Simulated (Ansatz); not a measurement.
# FePb: magnetic states

The task here is to estimate one member of a computed series from the others.

Program: Ansatz 0.2.0. Level of theory: DFT PBE, scalar-relativistic, plane waves, PAW. These are calculated values, not measurements.

1 further run of the same task is left out (set aside as unsound or not needed).

### The structure to begin with

The structure is cubic, space group Pm-3m (No. 221). Conventional cell: a = 3.399 Å, b = 3.399 Å, c = 3.399 Å, α = 90.00°, β = 90.00°, γ = 90.00°. Around Fe (site symmetry m-3m) lie 8 Pb at 2.94 Å. Pb (site symmetry m-3m) is surrounded by 8 Fe at 2.94 Å.

Coordinates:

```cif
data_structure
_symmetry_space_group_name_H-M 'Pm-3m'
_symmetry_Int_Tables_number 221
_cell_length_a 3.3986
_cell_length_b 3.3986
_cell_length_c 3.3986
_cell_angle_alpha 90.000
_cell_angle_beta 90.000
_cell_angle_gamma 90.000
_cell_volume 39.26
loop_
_atom_site_label
_atom_site_type_symbol
_atom_site_symmetry_multiplicity
_atom_site_Wyckoff_symbol
_atom_site_fract_x
_atom_site_fract_y
_atom_site_fract_z
_atom_site_occupancy
Fe1 Fe 1 a 0.00000 0.00000 0.00000 1
Pb1 Pb 1 b 0.50000 0.50000 0.50000 1
```

It is the result of an earlier relaxation at this level (volume 19.63 Å³/atom; gap on the mesh: none (metal), site moments up to 2.7 μB).

The structure is invented: a known structure type filled with these elements, not a reported compound.

The first run:

The input, input.yaml:

```yaml
crystal:
  lattice:
    - [3.3986418556, 0.0, 0.0]
    - [0.0, 3.3986418556, 0.0]
    - [0.0, 0.0, 3.3986418556]
  atoms:
    - { symbol: Fe, position: [0.0, 0.0, 0.0] }
    - { symbol: Pb, position: [0.5, 0.5, 0.5] }
basis:
  ecutwfc: 420
kpoints:
  mp_grid: { grid: [12, 12, 12] }
hamiltonian:
  xc: pbe
scf:
  occupations: { method: gaussian, width: 0.1 }
  lower_state_search: "off"
output:
  forces: true
  stress: true
  eigenvalues: true
  write_density: true
  write_potential: true
  elf: true
  volumetric_format: npy
```

On the command line:

```
$ ansatz run input.yaml --threads 1 --pin off --max-ram 2560MiB --backend cpu --events-out ev --progress --plain --runs-dir out
```

Steps of the session up to this table: Start: no spin polarisation; Start: ferromagnetic; Start: large parallel starting moments; Magnetic start: antiferromagnetic, doubled cell, propagation vector (0, 0, 1/2); Start: antiferromagnetic, doubled cell, propagation vector (0, 1/2, 1/2); Magnetic start: antiferromagnetic, doubled cell, propagation vector (1/2, 1/2, 1/2); Magnetic start: small parallel starting moments.

One of the session's tables, all rows but one given; the rest of the session is left out.

It belongs to the step «The magnetic starts in order of energy». 

| start | energy above the lowest (meV/atom) | pressure (GPa) |
| --- | --- | --- |
| ferromagnetic | 0.00 | 0.0 |
| large parallel starting moments | 0.00 | 0.0 |
| small parallel starting moments | 0.00 | 0.0 |
| antiferromagnetic, doubled cell, propagation vector (0, 1/2, 1/2) | 6.33 | -0.7 |
| antiferromagnetic, doubled cell, propagation vector (0, 0, 1/2) | 45.5 | -0.5 |
| antiferromagnetic, doubled cell, propagation vector (1/2, 1/2, 1/2) | ? | ? |
| no spin | 247 | -10.0 |

Q: Estimate the row for antiferromagnetic, doubled cell, propagation vector (1/2, 1/2, 1/2) from the others.

**Answer.** energy above the lowest (meV/atom): 63.6; pressure (GPa): 0.0. In the column «energy above the lowest (meV/atom)» it lies between antiferromagnetic, doubled cell, propagation vector (0, 0, 1/2) (45.5) and no spin (247).
